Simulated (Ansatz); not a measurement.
# ZnSnN: the cost of one run

Program: Ansatz 0.2.0. Level of theory: DFT PBE, scalar-relativistic, plane waves, PAW. These are calculated values, not measurements.

### Step 1. The structure to begin with

Symmetry: P4/mmm, No. 123, tetragonal system. The conventional cell has a = 3.840 Å, b = 3.840 Å, c = 4.019 Å, α = 90.00°, β = 90.00°, γ = 90.00°. Zn (site symmetry 4/mmm) is surrounded by 4 N at 2.72 Å. Around Sn (site symmetry 4/mmm) lie 2 N at 2.01 Å. N (site symmetry 4/mmm) is surrounded by 2 Sn at 2.01 Å and 4 Zn at 2.72 Å.

Coordinates:

```xyz
3
Lattice="3.8399 0.0000 0.0000 0.0000 3.8399 0.0000 0.0000 0.0000 4.0186" Properties=species:S:1:pos:R:3 pbc="T T T"
Zn    1.9200    1.9200    0.0000
Sn    0.0000    0.0000    2.0093
N     0.0000    0.0000    0.0000
```

The cell is invented: random cell by space group and Wyckoff sites (P4/mmm, No. 123). Its size is a rough estimate.

### Step 2. A first look at the guess

input.yaml reads:

```yaml
crystal:
  lattice:
    - [3.83993595, 0.0, 0.0]
    - [0.0, 3.83993595, 0.0]
    - [0.0, 0.0, 4.01859288]
  atoms:
    - { symbol: Zn, position: [0.5, 0.5, 0.0] }
    - { symbol: Sn, position: [0.0, 0.0, 0.5] }
    - { symbol: "N", position: [0.0, 0.0, 0.0] }
basis:
  ecutwfc: 420
kpoints:
  mp_grid: { grid: [4, 4, 4] }
hamiltonian:
  xc: pbe
scf:
  occupations: { method: gaussian, width: 0.1 }
  lower_state_search: "off"
output:
  forces: true
  stress: true
  eigenvalues: true
```

Launch:

```sh
$ ansatz run input.yaml --threads 1 --pin off --max-ram 2560MiB --backend cpu --events-out ev --progress --plain --runs-dir out
```

What time and memory should one allow on 1 thread of AMD EPYC (Zen 3), shared host?

About 2.3 s, with a peak of 0.34 GiB.
